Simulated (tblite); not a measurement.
# C11H19N2: the cost of one run

Programs: tblite 0.8.0 and PySCF 2.14.0, with routines of our own; each step states its level. All values are computed. Atoms count from 0.

## 1. The system as given

32 atoms, charge 1, multiplicity 1; geometry from: force field or distance geometry start.

## 2. Geometry optimisation with GFN2-xTB

What the job is given:

```
{"job": {"kind": "relax", "xc": "GFN2-xTB", "basis": "xTB"}, "charge": 1, "multiplicity": 1}
C     -3.746800     0.996400     1.071400
N     -3.176100     0.219600    -0.012900
C     -3.359000     0.665600    -1.373900
C     -2.428100    -0.958900     0.292000
C     -1.110500    -1.008100     0.262200
C     -0.319100    -2.179100     0.550900
C      0.955700    -1.841000     0.399600
C      1.022900    -0.422800     0.002100
N      2.271800     0.213700    -0.238500
C      2.943200     0.577200     1.007400
C      2.192800     1.331700    -1.138800
C      3.164700    -0.778100    -0.838800
C     -0.201600     0.077100    -0.082600
H     -4.139900     1.979200     0.708900
H     -3.022500     1.096800     1.898300
H     -4.611000     0.390600     1.481800
H     -3.004100     1.719500    -1.493200
H     -4.478100     0.723300    -1.577800
H     -2.946800    -0.025400    -2.108700
H     -2.970100    -1.857600     0.584400
H     -0.665400    -3.153400     0.852000
H      1.796800    -2.485400     0.551300
H      4.049600     0.454700     0.866700
H      2.675000    -0.204100     1.779800
H      2.708300     1.608400     1.339600
H      1.246200     1.420500    -1.679200
H      3.075000     1.235900    -1.825300
H      2.403000     2.277600    -0.564200
H      4.038000    -0.307000    -1.346800
H      2.613100    -1.346300    -1.575400
H      3.516000    -1.445900    -0.018900
H     -0.508300     1.056900    -0.355400
```

The run is started by

```
$ OMP_NUM_THREADS=1 python excited_run.py task.json out
```

The driver reads the jobs from task.json and runs them one after another.

**Question.** How long does this run take on 1 thread of Arm Neoverse V2, shared host?

About 2.1 s.
